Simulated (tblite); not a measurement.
# C5H12GaNS: the cost of one run

Programs: tblite 0.8.0 and PySCF 2.14.0, with density-fitted response routines of our own. Each step states its level of theory. These are calculated values for one molecule in the gas phase, unless marked as measured. Atoms are numbered from 0 throughout.

## Step 1: Starting geometry

20 atoms, charge 0, multiplicity 1; geometry from: force field or distance geometry start.

Bonds of the start (Å): C0–C1 1.48, C1–N2 1.16, N2–Ga3 1.86, Ga3–C4 2.01, C4–S5 1.82, S5–C6 1.80, C6–C7 1.55, C0–H8 1.12, C0–H9 1.09, C0–H10 1.14, Ga3–H11 1.62, Ga3–H12 1.62, C4–H13 1.12, C4–H14 1.09, C6–H15 1.09, C6–H16 1.11, C7–H17 1.09, C7–H18 1.13, C7–H19 1.10.

## Step 2: Relaxing the molecule with GFN2-xTB

What the job is given:

```
{"job": {"kind": "relax", "xc": "GFN2-xTB", "basis": "xTB"}, "charge": 0, "multiplicity": 1}
C     -4.600600    -0.144100     0.909100
C     -3.310600    -0.080700     0.190700
N     -2.281900    -0.050500    -0.346300
Ga    -0.666200     0.004000    -1.269700
C      0.615600    -1.237100    -0.345400
S      2.203100    -0.973900    -1.195100
C      2.930000     0.647100    -0.899900
C      3.354300     0.663600     0.586600
H     -4.924800     0.880400     1.230900
H     -4.506000    -0.843600     1.742400
H     -5.377600    -0.591400     0.211500
H     -0.887100    -0.559600    -2.772000
H     -0.019300     1.491700    -1.271400
H      0.368000    -2.313400    -0.513300
H      0.678300    -1.068800     0.728600
H      3.831800     0.855000    -1.473900
H      2.197000     1.465700    -1.075900
H      4.245200     1.284400     0.709500
H      3.672200    -0.384300     0.864000
H      2.473600     0.966200     1.167200
```

Started as:

```sh
$ OMP_NUM_THREADS=1 python probes_run.py task.json out
```

The driver reads the jobs from task.json and runs them one after another.

**Question.** How long does this first job take on 1 thread of Arm Neoverse N1, shared host?

About 2.3 s.
